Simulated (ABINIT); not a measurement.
Ba2Tl5V3O12, 22 atoms in the cell. It takes space group C2 (No. 5, monoclinic). The conventional cell has a = 12.980 Å, b = 13.354 Å, c = 6.079 Å, α = 90.00°, β = 109.30°, γ = 90.00°. Ba (site symmetry 2) has 6 O at 2.58 to 2.76 Å as nearest neighbours. Around Ba (site symmetry 2) lie 8 O at 2.76 to 3.03 Å. V (site symmetry 1) has 4 O at 1.72 to 1.75 Å as nearest neighbours. Around V (site symmetry 2) lie 4 O at 1.71 to 1.76 Å. Tl (site symmetry 1) is surrounded by 3 O at 2.57 to 2.74 Å. Tl (site symmetry 2) has 4 O at 2.66 to 2.69 Å as nearest neighbours. Tl (site symmetry 1) has 3 O at 2.55 to 2.75 Å as nearest neighbours. O (site symmetry 1) has 1 V at 1.75 Å as nearest neighbours. The cell was built by a generator and needn't be a form met in nature.

* Program: ABINIT 10.8.3 (patched build)
* Task: single point
* Functional: PBE
* Potentials or basis: Ansatz PAW PBE generated set soft_1, frozen core
* Cutoff: 435 eV
* k mesh: 2 × 2 × 2
* Occupations: fermi-dirac, width 0.05 eV
* Spin: collinear spin, ferromagnetic start
* Starting moments: [0.0, 0.0, 2.0, 2.0, 2.0, 0.0, 0.0, 0.0, 0.0, 0.0, 0.0, 0.0, 0.0, 0.0, 0.0, 0.0, 0.0, 0.0, 0.0, 0.0, 0.0, 0.0] μB
* Hubbard terms: V d U = 3 eV
* Double counting (usepawu): 1
* Fine-grid cutoff: 870.764 eV

Potentials or basis: Ansatz PAW PBE generated set soft_1, frozen core.

Launch:

```console
$ mpirun --bind-to none -np 4 abinit run.abi > log 2>&1
```

Hardware: 4 MPI ranks on Intel(R) Xeon(R) Platinum 8488C (Sapphire Rapids), with other jobs on the host.

Task: Estimate the wall time of this run.

Result: Wall time 15 min on 4 MPI ranks on Intel(R) Xeon(R) Platinum 8488C (Sapphire Rapids), on a shared host, peak memory 2.7 GiB a rank. Counts: scf iterations 38, mpi ranks 4, k points 6, bands 120, plane waves 5138.
